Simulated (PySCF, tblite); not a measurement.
# C₉H₁₂N₃S+: excited states

What do calculations give for the excited states of C₉H₁₂N₃S+ (`C[N+](C)(C)c1cccc2nsnc12`)?

Programs: tblite 0.8.0 and PySCF 2.14.0, with routines of our own; each step states its level. All values are computed. Atoms count from 0.

## 1. The starting structure

25 atoms, charge 1, multiplicity 1; geometry from: force field or distance geometry start.

## 2. Geometry optimisation with GFN2-xTB

Job settings and geometry (Å):

```
{"job": {"kind": "relax", "xc": "GFN2-xTB", "basis": "xTB"}, "charge": 1, "multiplicity": 1}
C     -1.857700    -0.312000    -1.184300
N     -1.258700    -0.107700     0.191900
C     -1.999000     1.009400     0.900200
C     -1.410300    -1.370400     1.033500
C      0.234600     0.198100     0.053300
C      0.825600     1.400200     0.497900
C      2.211200     1.701300     0.356400
C      3.135200     0.833700    -0.241500
C      2.609900    -0.394700    -0.723200
N      3.307300    -1.354300    -1.326800
S      2.251100    -2.573800    -1.701300
N      0.836500    -1.936100    -1.100800
C      1.133200    -0.725400    -0.574300
H     -1.471600    -1.217900    -1.648800
H     -2.952600    -0.406500    -1.060800
H     -1.644900     0.573100    -1.780900
H     -1.927000     1.927100     0.298300
H     -3.063300     0.719200     0.974700
H     -1.598800     1.155000     1.908300
H     -2.471200    -1.520600     1.248500
H     -1.039600    -2.239000     0.499500
H     -0.868200    -1.239000     1.984400
H      0.248400     2.180500     1.004700
H      2.575600     2.645400     0.741400
H      4.183100     1.078300    -0.341000
```

The run is started by

```bash
> OMP_NUM_THREADS=1 python excited_run.py task.json out
```

One launch serves the whole session: the jobs run in the order shown.

Output:

```text
step      E/eV     max force
  0   -1006.24389    2.420
  1   -1006.49018    1.281
  2   -1006.61855    0.580
  3   -1006.65198    0.494
  4   -1006.68069    0.348
  5   -1006.70017    0.354
  6   -1006.72890    0.434
  7   -1006.74892    0.431
  8   -1006.76417    0.360
  9   -1006.77250    0.328
 10   -1006.77723    0.150
 11   -1006.78068    0.160
 12   -1006.78484    0.260
 13   -1006.78973    0.325
 14   -1006.79444    0.247
 15   -1006.79836    0.114
 16   -1006.80176    0.138
 17   -1006.80471    0.167
 18   -1006.80679    0.127
 19   -1006.80802    0.051
 20   -1006.80891    0.056
 21   -1006.80981    0.094
 22   -1006.81066    0.076
 23   -1006.81138    0.056
 24   -1006.81206    0.058
 25   -1006.81283    0.101
 26   -1006.81358    0.094
 27   -1006.81419    0.047
 28   -1006.81469    0.068
 29   -1006.81528    0.083
 30   -1006.81595    0.104
 31   -1006.81644    0.065
 32   -1006.81664    0.027
 33   -1006.81673    0.024
 34   -1006.81681    0.041
 35   -1006.81691    0.042
 36   -1006.81699    0.024
 37   -1006.81706    0.025
 38   -1006.81712    0.024
 39   -1006.81720    0.038
 40   -1006.81729    0.037
 41   -1006.81737    0.020
 42   -1006.81744    0.020
 43   -1006.81751    0.020
 44   -1006.81759    0.023
 45   -1006.81766    0.017
 46   -1006.81772    0.013
 47   -1006.81776    0.013
 48   -1006.81778    0.014
 49   -1006.81780    0.007
```

Wall time 0.62 s (1 thread of Arm Neoverse V1, shared host); peak memory 0.17 GiB.

Relaxation path: (not every step is listed)

```tsv
step	energy from step 0 (eV)	largest force (eV/Å)
0	0.0000	2.4196
1	-0.2463	1.2814
2	-0.3747	0.5801
3	-0.4081	0.4937
4	-0.4368	0.3483
5	-0.4563	0.3543
6	-0.4850	0.4340
7	-0.5050	0.4311
8	-0.5203	0.3600
11	-0.5368	0.1596
14	-0.5506	0.2472
17	-0.5608	0.1672
20	-0.5650	0.0560
23	-0.5675	0.0561
26	-0.5697	0.0940
29	-0.5714	0.0830
32	-0.5728	0.0275
35	-0.5730	0.0416
38	-0.5732	0.0236
41	-0.5735	0.0199
44	-0.5737	0.0229
45	-0.5738	0.0170
46	-0.5738	0.0131
47	-0.5739	0.0132
48	-0.5739	0.0136
49	-0.5739	0.0067
```

Close pairs (by a distance rule), those that changed most:

```tsv
bond	before (Å)	after (Å)	change (Å)
C8–C12	1.521	1.439	-0.082
N9–S10	1.656	1.588	-0.069
S10–N11	1.664	1.612	-0.051
N1–C4	1.531	1.480	-0.050
N1–C3	1.525	1.478	-0.047
N1–C2	1.516	1.473	-0.043
C4–C5	1.411	1.372	-0.039
C0–N1	1.515	1.478	-0.036
```

The end geometry stands in the next job.

## 3. Vibrational analysis with GFN2-xTB

Job settings and geometry (Å):

```
{"job": {"kind": "ir", "xc": "GFN2-xTB", "basis": "xTB"}, "charge": 1, "multiplicity": 1}
C     -1.768959    -0.291645    -1.140548
N     -1.203440    -0.078929     0.208755
C     -1.971852     0.984964     0.877854
C     -1.329923    -1.321045     1.000539
C      0.234451     0.243648     0.068681
C      0.798044     1.412794     0.514325
C      2.172786     1.680032     0.360714
C      3.022306     0.792739    -0.239434
C      2.480317    -0.412738    -0.706908
N      3.118025    -1.412993    -1.317976
S      2.095210    -2.575937    -1.667275
N      0.761388    -1.896778    -1.067550
C      1.077888    -0.698343    -0.556658
H     -1.248551    -1.115701    -1.625764
H     -2.827978    -0.530427    -1.066355
H     -1.645278     0.611087    -1.736502
H     -1.919285     1.910632     0.307741
H     -3.015501     0.681701     0.946063
H     -1.595762     1.152480     1.885431
H     -2.379895    -1.580948     1.119301
H     -0.815445    -2.131829     0.487394
H     -0.882515    -1.177240     1.982678
H      0.208682     2.171387     1.000381
H      2.550301     2.617904     0.734676
H      4.074050     0.989326    -0.360429
```

Output:

```text
mode    cm-1     km/mol
  1      63.0      0.20
  2     109.2      0.66
  3     171.5      2.07
  4     182.7      2.47
  5     224.9      0.67
  6     238.1      0.21
  7     282.5      0.03
  8     295.9      1.02
  9     325.1      8.14
 10     342.9      2.91
 11     348.7      0.40
 12     410.8      8.80
 13     414.8      0.98
 14     458.2      2.17
 15     490.2     13.59
 16     514.8      1.43
 17     522.4      5.11
 18     591.6      3.01
 19     601.1      1.29
 20     609.7      7.11
 21     720.2      5.06
 22     722.4      4.45
 23     801.0     36.90
 24     846.8     63.76
 25     866.2     14.70
 26     885.7     58.21
 27     891.5      0.57
 28     921.9      0.06
 29     926.1     61.67
 30     990.8     10.02
 31     992.0      9.98
 32    1010.2     34.34
 33    1020.7      0.92
 34    1077.0      3.99
 35    1087.1      1.39
 36    1102.1      0.87
 37    1168.3      4.02
 38    1200.1      1.06
 39    1225.4      0.01
 40    1238.8      0.92
 41    1256.6      1.25
 42    1303.8      2.81
 43    1308.0     17.07
 44    1318.7      2.65
 45    1398.6     26.52
 46    1403.5     18.52
 47    1409.7     28.56
 48    1427.4     19.38
 49    1437.1      0.97
 50    1452.1      0.41
 51    1454.7     12.68
 52    1463.5     11.40
 53    1470.9     24.03
 54    1483.5     83.07
 55    1488.2      7.43
 56    1524.5      0.09
 57    1595.2      0.53
 58    3035.2      0.89
 59    3038.1      0.98
 60    3041.1      0.51
 61    3041.2      6.70
 62    3042.6      0.18
 63    3042.9      0.82
 64    3046.0      4.57
 65    3047.8      7.69
 66    3048.7      4.81
 67    3114.1      0.80
 68    3128.8      0.37
 69    3132.2      0.80
```

Wall time 1.7 s (1 thread of Arm Neoverse V1, shared host); peak memory 0.17 GiB.

Which atoms move in the most intense modes:

```tsv
cm⁻¹	km/mol	atoms
801	36.9	H22 28 %, H23 25 %, H24 21 %
847	63.8	N11 42 %, C7 15 %
886	58.2	N11 40 %, S10 17 %, N9 12 %
926	61.7	N9 55 %, N11 17 %, S10 12 %
1010	34.3	C4 16 %
1399	26.5	H13 16 %, H20 16 %, H15 14 %, H21 14 %
1410	28.6	C4 28 %, C7 27 %
1484	83.1	H18 17 %, H16 17 %, H13 11 %, H20 11 %
```

## 4. Excited states: TDA LC-wPBE/def2-SVP

The job, as its differences from that of step 3:

```diff
@@ -1,2 +1,2 @@
-{"job": {"kind": "ir", "xc": "GFN2-xTB", "basis": "xTB"}, "charge": 1, "multiplicity": 1}
+{"job": {"kind": "states", "xc": "LC-wPBE", "basis": "def2-SVP", "tda": true, "soc": true, "nstates": 8, "ntriplets": 4, "nquad": 4}, "charge": 1, "multiplicity": 1}
 C     -1.768959    -0.291645    -1.140548
```

Level: TDA LC-wPBE/def2-SVP excited states, vertical, gas phase, spin-orbit mean-field couplings.

Output:

```text
coarse grid: 22024 points
cycle   1  E = -911.1114940436  dE =  3.825e+00  |g| = 7.213e-01  |ddm| = 6.315e+00
cycle   2  E = -911.1564824200  dE = -4.499e-02  |g| = 6.916e-01  |ddm| = 1.894e+00
cycle   3  E = -911.2575278676  dE = -1.010e-01  |g| = 1.083e-01  |ddm| = 8.999e-01
cycle   4  E = -911.2598126904  dE = -2.285e-03  |g| = 7.039e-02  |ddm| = 2.344e-01
cycle   5  E = -911.2609048288  dE = -1.092e-03  |g| = 2.327e-02  |ddm| = 1.075e-01
cycle   6  E = -911.2610535019  dE = -1.487e-04  |g| = 5.350e-03  |ddm| = 3.285e-02
cycle   7  E = -911.2610723504  dE = -1.885e-05  |g| = 2.566e-03  |ddm| = 1.464e-02
cycle   8  E = -911.2610784747  dE = -6.124e-06  |g| = 1.155e-03  |ddm| = 8.535e-03
final grid: 210064 points
cycle   9  E = -911.3885295547  dE = -5.180e-05  |g| = 6.554e-03  |ddm| = 4.606e-02
cycle  10  E = -911.3885331591  dE = -3.604e-06  |g| = 5.563e-03  |ddm| = 1.381e-02
cycle  11  E = -911.3885403539  dE = -7.195e-06  |g| = 6.079e-04  |ddm| = 6.232e-03
cycle  12  E = -911.3885404620  dE = -1.081e-07  |g| = 3.458e-04  |ddm| = 1.045e-03
cycle  13  E = -911.3885405046  dE = -4.262e-08  |g| = 1.451e-04  |ddm| = 6.185e-04
cycle  14  E = -911.3885405150  dE = -1.043e-08  |g| = 7.136e-05  |ddm| = 2.487e-04
cycle  15  E = -911.3885405201  dE = -5.087e-09  |g| = 2.936e-05  |ddm| = 2.300e-04
cycle  16  E = -911.3885405209  dE = -8.226e-10  |g| = 1.100e-05  |ddm| = 1.029e-04
converged SCF energy = -911.3885405209

Singlet excitations
state   eV       nm        f     d(h-e)  d(exc)  Lambda  PR(NTO)  |dmu|/D   mu/D   main configurations
  1   4.6762   265.1   0.00021   0.411   2.671   0.439   1.016    1.090    6.647   H-2->L 0.89, H-2->L+2 0.09
  2   4.8581   255.2   0.21207   0.548   3.177   0.780   1.241    1.372    7.834   H->L 0.77, H-1->L 0.12
  3   5.1571   240.4   0.24483   0.244   3.076   0.719   1.318    0.651    8.230   H-1->L 0.71, H->L 0.14, H->L+1 0.10
  4   5.7488   215.7   0.00422   0.234   2.798   0.491   1.072    0.511    7.885   H-3->L 0.91
  5   7.0312   176.3   0.33980   0.196   2.712   0.722   2.884                     H-1->L+2 0.26, H->L+1 0.25, H-4->L 0.16
  6   7.1330   173.8   0.08413   0.228   3.005   0.732   1.524                     H-4->L 0.76, H->L+1 0.09
  7   7.2871   170.1   0.07008   0.388   3.082   0.741   1.588                     H->L+2 0.59, H->L+1 0.18, H-1->L+1 0.14
  8   7.5165   164.9   0.01936   0.520   2.872   0.549   1.201                     H-6->L 0.81

Triplet excitations (Tamm-Dancoff)
state   eV     d(h-e)  d(exc)  Lambda  PR(NTO)   main configurations
  1   2.7777   0.370   2.862   0.795   1.213   H->L 0.86
  2   3.4147   0.133   2.958   0.715   1.059   H-1->L 0.92
  3   3.9483   0.371   2.540   0.439   1.040   H-2->L 0.82, H-2->L+2 0.13
  4   4.4282   0.155   2.342   0.741   2.047   H-4->L 0.51, H->L+2 0.37
S1 - T1 = 1.8985 eV

Spin-orbit couplings |<S|Hso|T>| (cm-1)
             T1       T2       T3       T4
S0        0.682    0.130   75.440    0.599
S1        1.660   33.728    0.289    0.803
S2        0.015    0.208   19.561    0.143
S3        0.038    0.133   27.333    0.074
S4        6.238   34.898    7.654    5.112
S5        0.090    0.216   30.178    0.193
S6        0.249    0.178   10.280    0.079
S7        0.068    0.341    8.466    0.001
S8        5.797   81.015   46.075    5.715
T1 sublevels (cm-1): 0.000 0.002 0.002   radiative rates (1/s): 2.71 0.0542 0.00362
```

Wall time 3.1 min (1 thread of Arm Neoverse V1, shared host); peak memory 1.3 GiB.

In short:

```tsv
quantity	value
S1 less T1	1.90 eV
```

Orbitals, density, ELF and potential are computed afterwards from the orbital file.

Frontier orbitals at LC-wPBE/def2-SVP, with the share of their density that lies nearest to each atom:

```tsv
orbital	energy (eV)	lies on
HOMO	-13.45	C4, C6, C7 about 18 % each; N9, N11 about 14 % each
LUMO	-4.35	S10 22 %; N9, N11 about 14 % each; C4, C5, C7 about 11 % each
```

ELF in a plane through or near 15 of the atoms.

Ten even steps from ' ' (0.00) to '@' (1.00):
```
                                                        
                                                        
                                                        
              --##++                                    
            ==@@@@@@++  ::@@%%                          
            --@@@@@@**..%%@@@@    ..                    
              ==%%++++**##@@@@  --**==::::::            
      ::%%%%====++**====@@++--  ==::  %%@@@@==          
      ##@@@@@@::####==++**%%==::**::--@@@@@@##          
      **@@@@%%::++==  ..==**==%%--%%--**@@@@..          
            ..**--::%%==%%##==**--**..                  
          ..--**----%%**  ==  ..::..                    
        ++%%%%::##--..##%%++..                          
        **@@@@--##++==**##%%%%                          
        --++**++====..%%##@@%%                          
              ::::**::==::++++                          
              ==@@@@@@==                                
              --##%%##--                                
                ::--::                                  
                                                        
```
The map spans 13.5 Å across and 11.3 Å up, centred on the molecule. Atoms in the plane (x, y in Å): N1 (1.2, 0.0), C2 (2.0, 1.3), C4 (-0.2, 0.2), C5 (-0.8, 1.5), C6 (-2.2, 1.7), C7 (-3.1, 0.6), C8 (-2.5, -0.7), N9 (-3.2, -1.8), S10 (-2.1, -3.0), N11 (-0.8, -2.2), C12 (-1.1, -0.9), H17 (3.1, 1.0), H22 (-0.2, 2.4), H23 (-2.6, 2.7), H24 (-4.1, 0.8).

On the surface of density 0.002 e/bohr³ the electrostatic potential runs, from the 1st to the 99th percentile, from 1.63 V near N9 to 5.18 V near H17.

## 5. Summary of results

```
                                 quantity                 value
strongest single infrared mode (GFN2-xTB)  1484 cm⁻¹, 83 km/mol
             zero-point energy (GFN2-xTB)        125.6 kcal/mol
S1 less T1 (step 4, TDA LC-wPBE/def2-SVP)               1.90 eV
```

**Reading.** All 69 modes are real, so the xTB geometry is a minimum. The strongest single mode, at 1484 cm⁻¹, is spread over many atoms; the largest shares are those of H18, H16. Unscaled tight-binding wavenumbers are off by several per cent, some by more. Its intensities can rank the bands wrongly. In step 4, the number of triplets below S1 is at least 4, and the largest singlet-triplet spin-orbit coupling is S8–T2, 81.02 cm⁻¹. By nearest atom (LC-wPBE/def2-SVP), the HOMO sits on C4, C6, C7 about 18 % each; N9, N11 about 14 % each and the LUMO on S10 22 %; N9, N11 about 14 % each.
